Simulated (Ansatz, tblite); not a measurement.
**C72H38: rung by rung**

How do method and basis change the picture of C72H38 (singlet)?

Computed with Ansatz 0.2.0, Gaussian basis. Level: as each input shows.

Plan: GFN1-xTB, GFN2-xTB, PBE-D4/def2-SVP, r2SCAN-D4/def2-SVP, HF/def2-SVP, PBE0-D4/def2-TZVP, PBE-D4/def2-TZVP, HF/STO-3G, MP2/def2-SVP.

1 further run of the same task is left out (set aside as unsound or not needed). Runs told in other sessions of the task aren't counted.

### Step 1. The geometry

The singlet was relaxed beforehand with PBE-D4/def2-SVP.

SMILES `C#Cc1ccc(C#Cc2ccc(C#Cc3ccc(C#Cc4ccc(C#Cc5ccc(C#Cc6ccc(C#Cc7ccc(C#Cc8ccc(C#Cc9ccccc9)cc8)cc7)cc6)cc5)cc4)cc3)cc2)cc1`, 110 atoms, charge 0, spin multiplicity 1.

Bond lengths: C1–C2 1.226 Å, C1–H73 1.081 Å, C2–C3 1.427 Å, C3–C4 1.419 Å, C3–C72 1.419 Å, C4–C5 1.394 Å, C4–H74 1.100 Å, C5–C6 1.421 Å, C5–H75 1.100 Å, C6–C7 1.420 Å, C6–C71 1.421 Å, C7–C8 1.234 Å, C8–C9 1.419 Å, C9–C10 1.422 Å, C9–C70 1.422 Å, C10–C11 1.392 Å, C10–H76 1.100 Å, C11–C12 1.422 Å and more. Angles: C2–C1–H73 180.0°, C1–C2–C3 180.0°, C2–C3–C4 120.7°, C2–C3–C72 120.7°, C4–C3–C72 118.6°, C3–C4–C5 120.7°, C3–C4–H74 119.1°, C5–C4–H74 120.2°, C4–C5–C6 120.8°, C4–C5–H75 120.2°, C6–C5–H75 119.0°, C5–C6–C7 120.8°, C5–C6–C71 118.4°, C7–C6–C71 120.8°, C6–C7–C8 179.9°, C7–C8–C9 179.6°, C8–C9–C10 120.9°, C8–C9–C70 120.8° and more.

PBE0-D4/def2-SVP was run before; its log isn't repeated, and its numbers join the tables.

### Step 2. GFN1-xTB

Tight binding, by tblite at 300 K electronic temperature and without a spin-polarisation term:

```python
tblite.interface.Calculator('GFN1-xTB', numbers, positions, charge=0, uhf=0).singlepoint()
```

Energy -4682.5948 eV, HOMO -10.73 eV, LUMO -8.87 eV; 0.81 s.

### Step 3. GFN2-xTB

Tight binding, by tblite at 300 K electronic temperature and without a spin-polarisation term:

```python
tblite.interface.Calculator('GFN2-xTB', numbers, positions, charge=0, uhf=0).singlepoint()
```

Energy -4706.1727 eV, HOMO -9.73 eV, LUMO -7.86 eV; 0.75 s.

### Step 4. PBE-D4/def2-SVP

start.molden holds the orbitals of an earlier run on this state, given as this run's starting guess.

Input file in.yaml:

```yaml
crystal:
  periodic: [false, false, false]
  atoms:
    - {symbol: C, position_ang: [30.868079, -1.377300, 1.292560]}
    - {symbol: C, position_ang: [29.662008, -1.260173, 1.103898]}
    - {symbol: C, position_ang: [28.258762, -1.123982, 0.884952]}
    - {symbol: C, position_ang: [27.678603, 0.153332, 0.670544]}
    - {symbol: C, position_ang: [26.307685, 0.286734, 0.458894]}
    - {symbol: C, position_ang: [25.458757, -0.852993, 0.451393]}
    - {symbol: C, position_ang: [24.061354, -0.718425, 0.238180]}
    - {symbol: C, position_ang: [22.846589, -0.602108, 0.056008]}
    - {symbol: C, position_ang: [21.447764, -0.473380, -0.146450]}
    - {symbol: C, position_ang: [20.833998, 0.807580, -0.208068]}
    - {symbol: C, position_ang: [19.459835, 0.932328, -0.394904]}
    - {symbol: C, position_ang: [18.635912, -0.218066, -0.533364]}
    - {symbol: C, position_ang: [17.233756, -0.093850, -0.712587]}
    - {symbol: C, position_ang: [16.012188, 0.007603, -0.856563]}
    - {symbol: C, position_ang: [14.605186, 0.114653, -1.006229]}
    - {symbol: C, position_ang: [13.820724, -1.024268, -1.336408]}
    - {symbol: C, position_ang: [12.438144, -0.925432, -1.465662]}
    - {symbol: C, position_ang: [11.774139, 0.315733, -1.265196]}
    - {symbol: C, position_ang: [10.361797, 0.407030, -1.368443]}
    - {symbol: C, position_ang: [9.131396, 0.473579, -1.439125]}
    - {symbol: C, position_ang: [7.714909, 0.536957, -1.496369]}
    - {symbol: C, position_ang: [6.958862, -0.543314, -2.028067]}
    - {symbol: C, position_ang: [5.567873, -0.493679, -2.059629]}
    - {symbol: C, position_ang: [4.867279, 0.635885, -1.555090]}
    - {symbol: C, position_ang: [3.448668, 0.670461, -1.554021]}
    - {symbol: C, position_ang: [2.214770, 0.687277, -1.529982]}
    - {symbol: C, position_ang: [0.796857, 0.695690, -1.474802]}
    - {symbol: C, position_ang: [0.104540, 1.676139, -0.712697]}
    - {symbol: C, position_ang: [-1.285129, 1.665239, -0.629677]}
    - {symbol: C, position_ang: [-2.048439, 0.677568, -1.310423]}
    - {symbol: C, position_ang: [-3.463117, 0.652508, -1.203038]}
    - {symbol: C, position_ang: [-4.691774, 0.621884, -1.089624]}
    - {symbol: C, position_ang: [-6.101788, 0.580431, -0.935416]}
    - {symbol: C, position_ang: [-6.747957, 1.382984, 0.044406]}
    - {symbol: C, position_ang: [-8.128364, 1.327446, 0.215237]}
    - {symbol: C, position_ang: [-8.928816, 0.471348, -0.589796]}
    - {symbol: C, position_ang: [-10.334016, 0.407168, -0.403037]}
    - {symbol: C, position_ang: [-11.554153, 0.349098, -0.226195]}
    - {symbol: C, position_ang: [-12.954513, 0.280697, -0.007079]}
    - {symbol: C, position_ang: [-13.538932, 0.881952, 1.141264]}
    - {symbol: C, position_ang: [-14.910715, 0.807622, 1.365938]}
    - {symbol: C, position_ang: [-15.764070, 0.133239, 0.450035]}
    - {symbol: C, position_ang: [-17.161701, 0.057465, 0.683284]}
    - {symbol: C, position_ang: [-18.376158, -0.007234, 0.893423]}
    - {symbol: C, position_ang: [-19.771233, -0.080200, 1.143186]}
    - {symbol: C, position_ang: [-20.665820, -0.575892, 0.155633]}
    - {symbol: C, position_ang: [-22.034516, -0.644843, 0.402621]}
    - {symbol: C, position_ang: [-22.572450, -0.225286, 1.649879]}
    - {symbol: C, position_ang: [-23.967798, -0.296597, 1.903041]}
    - {symbol: C, position_ang: [-25.179381, -0.357469, 2.125319]}
    - {symbol: C, position_ang: [-26.577006, -0.426611, 2.382781]}
    - {symbol: C, position_ang: [-27.090820, -0.124105, 3.671800]}
    - {symbol: C, position_ang: [-28.465591, -0.193769, 3.919664]}
    - {symbol: C, position_ang: [-29.354486, -0.563866, 2.895773]}
    - {symbol: C, position_ang: [-28.857831, -0.866944, 1.616484]}
    - {symbol: C, position_ang: [-27.484881, -0.801192, 1.356989]}
    - {symbol: C, position_ang: [-21.677543, 0.268358, 2.638038]}
    - {symbol: C, position_ang: [-20.309409, 0.341166, 2.389930]}
    - {symbol: C, position_ang: [-15.180464, -0.463055, -0.701026]}
    - {symbol: C, position_ang: [-13.807477, -0.393625, -0.922852]}
    - {symbol: C, position_ang: [-8.284269, -0.321332, -1.578436]}
    - {symbol: C, position_ang: [-6.902737, -0.270331, -1.745207]}
    - {symbol: C, position_ang: [-1.357048, -0.292274, -2.086886]}
    - {symbol: C, position_ang: [0.033091, -0.285190, -2.164800]}
    - {symbol: C, position_ang: [5.623734, 1.721497, -1.034897]}
    - {symbol: C, position_ang: [7.015039, 1.674674, -1.009472]}
    - {symbol: C, position_ang: [12.559143, 1.455953, -0.941600]}
    - {symbol: C, position_ang: [13.942681, 1.358451, -0.818611]}
    - {symbol: C, position_ang: [19.250755, -1.498941, -0.478008]}
    - {symbol: C, position_ang: [20.624095, -1.623706, -0.286451]}
    - {symbol: C, position_ang: [26.041797, -2.131366, 0.665968]}
    - {symbol: C, position_ang: [27.412439, -2.263344, 0.879179]}
    - {symbol: H, position_ang: [31.931037, -1.481136, 1.459075]}
    - {symbol: H, position_ang: [28.326785, 1.041746, 0.672980]}
    - {symbol: H, position_ang: [25.868015, 1.281041, 0.293325]}
    - {symbol: H, position_ang: [21.460991, 1.704746, -0.102777]}
    - {symbol: H, position_ang: [18.996287, 1.928514, -0.437867]}
    - {symbol: H, position_ang: [14.322062, -1.991166, -1.487067]}
    - {symbol: H, position_ang: [11.841877, -1.814049, -1.718141]}
    - {symbol: H, position_ang: [7.489032, -1.426520, -2.412518]}
    - {symbol: H, position_ang: [4.994014, -1.337661, -2.468663]}
    - {symbol: H, position_ang: [0.683885, 2.442447, -0.177786]}
    - {symbol: H, position_ang: [-1.808548, 2.423106, -0.029121]}
    - {symbol: H, position_ang: [-6.139474, 2.047061, 0.675058]}
    - {symbol: H, position_ang: [-8.615747, 1.947897, 0.981046]}
    - {symbol: H, position_ang: [-12.889479, 1.406381, 1.856926]}
    - {symbol: H, position_ang: [-15.350413, 1.273493, 2.259578]}
    - {symbol: H, position_ang: [-20.261721, -0.904207, -0.812967]}
    - {symbol: H, position_ang: [-22.716929, -1.028027, -0.369861]}
    - {symbol: H, position_ang: [-26.391197, 0.165518, 4.469460]}
    - {symbol: H, position_ang: [-28.850017, 0.043446, 4.923603]}
    - {symbol: H, position_ang: [-30.435284, -0.617431, 3.095885]}
    - {symbol: H, position_ang: [-29.550241, -1.156661, 0.811144]}
    - {symbol: H, position_ang: [-27.091520, -1.037123, 0.357399]}
    - {symbol: H, position_ang: [-22.081738, 0.595296, 3.607045]}
    - {symbol: H, position_ang: [-19.627332, 0.725596, 3.162120]}
    - {symbol: H, position_ang: [-15.829863, -0.986620, -1.417358]}
    - {symbol: H, position_ang: [-13.367877, -0.862347, -1.815065]}
    - {symbol: H, position_ang: [-8.892617, -0.985192, -2.209447]}
    - {symbol: H, position_ang: [-6.415181, -0.893885, -2.508401]}
    - {symbol: H, position_ang: [-1.936407, -1.058927, -2.621290]}
    - {symbol: H, position_ang: [0.556856, -1.046058, -2.761254]}
    - {symbol: H, position_ang: [5.093567, 2.602649, -0.645762]}
    - {symbol: H, position_ang: [7.588800, 2.518653, -0.600283]}
    - {symbol: H, position_ang: [12.057550, 2.422036, -0.786592]}
    - {symbol: H, position_ang: [14.538941, 2.247162, -0.566402]}
    - {symbol: H, position_ang: [18.624017, -2.396185, -0.584151]}
    - {symbol: H, position_ang: [21.087395, -2.619905, -0.240971]}
    - {symbol: H, position_ang: [25.394335, -3.020275, 0.663259]}
    - {symbol: H, position_ang: [27.853315, -3.257005, 1.045695]}
basis:
  gaussian: {orbitals: def2-SVP, fitting: {mean_field: def2-universal-jkfit}, initial_orbitals: start.molden}
hamiltonian: {xc: pbe, dispersion: d4}
scf: {omitted_lower_state_checks: [starts]}
output: {orbitals: {seedname: orbitals}}
```

Started as:

```
$ ansatz run in.yaml --threads 11 --pin off --events-out ev --progress --plain --max-ram 110592MiB --backend cuda --devices 0, --max-vram 75GiB
```

The runs that follow: r2SCAN-D4/def2-SVP; HF/def2-SVP; PBE0-D4/def2-TZVP; PBE-D4/def2-TZVP; HF/STO-3G; MP2/def2-SVP.

Q: Predict the results of all the runs planned. Wanted: gap in def2-SVP, named functionals and Hartree-Fock, smallest and largest; correlation energy, MP2/def2-SVP; binding an atom, functionals in def2-SVP; PBE0 total energy, smallest basis above largest.

As calculated:

| quantity | value |
| --- | --- |
| gap in def2-SVP, named functionals and Hartree-Fock, smallest and largest | 1.72 eV (PBE-D4), 7.52 eV (HF) |
| correlation energy, MP2/def2-SVP | -250.13 eV |
| binding an atom, functionals in def2-SVP | 5.66 (r2SCAN-D4) to 5.88 eV (PBE-D4) |
| PBE0 total energy, smallest basis above largest | 77.78 eV (def2-SVP, def2-TZVP) |

In words: Over the named functionals and Hartree-Fock in def2-SVP the gap runs from 1.72 eV (PBE-D4) to 7.52 eV (HF); exact exchange widens it.
